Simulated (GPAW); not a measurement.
A run of GPAW 26.7.0:

File run.py:

```python
from ase import Atoms
from ase.dft.bandgap import bandgap
from ase.io import write
from ase.units import Bohr, GPa
from gpaw import GPAW, PW, setup_paths
from gpaw.elf import elf_from_dft_calculation

setup_paths.insert(0, '.')

atoms = Atoms(['Pd', 'Pd', 'Pd', 'Pd', 'B'],
              cell=[[2.8920299704, 0.0, 0.0],
                    [0.0, 4.3650077954, 0.0],
                    [0.0, 0.0, 5.856315]],
              scaled_positions=[[0.5, 0.0, 0.197578],
                                [0.0, 0.0, 0.61947],
                                [0.0, 0.5, 0.329164],
                                [0.5, 0.5, 0.867561],
                                [0.5, 0.0, 0.863227]],
              pbc=True)

calc = GPAW(mode=PW(800),
            xc='PBEsol',
            kpts={'size': (9, 6, 5), 'gamma': True},
            occupations={'name': 'fermi-dirac', 'width': 0.05},
            nbands=57,
            convergence={'density': 1e-05, 'energy': 1e-05},
            maxiter=150,
            txt='gpaw.txt')
atoms.calc = calc
energy = atoms.get_potential_energy()
forces = atoms.get_forces()
stress = atoms.get_stress()
calc.write('gs.gpw')
write('result.traj', atoms)
print(f'Energy: {energy:.6f} eV')
print('Forces (eV/A):')
print(forces.round(4))
print('Stress (GPa):', (stress / GPa).round(3))
print('Fermi level:', round(calc.get_fermi_level(), 4), 'eV')
print(f'Gap: {bandgap(calc)[0]:.4f} eV, direct: {bandgap(calc, direct=True)[0]:.4f} eV')

# fields on the real-space grid
write('density.cube', atoms, data=calc.get_pseudo_density() * Bohr**3)
write('potential.cube', atoms, data=calc.get_electrostatic_potential())
write('elf.cube', atoms, data=elf_from_dft_calculation(calc).data)
```

Potentials or basis: PAW data sets generated in the run's folder for this functional, pw.

The run is started by

```console
$ gpaw-setup -f PBEsol B Pd
$ OMP_NUM_THREADS=1 python run.py
```

Hardware: 1 thread of Arm Neoverse V2, with other jobs on the host.

Problem. Estimate the wall time of this run.

Solution. Wall time 5.1 min on 1 thread of Arm Neoverse V2, on a shared host, peak memory 0.44 GiB. Counts: scf iterations 14, plane waves 3824, bands 57, k points 60.
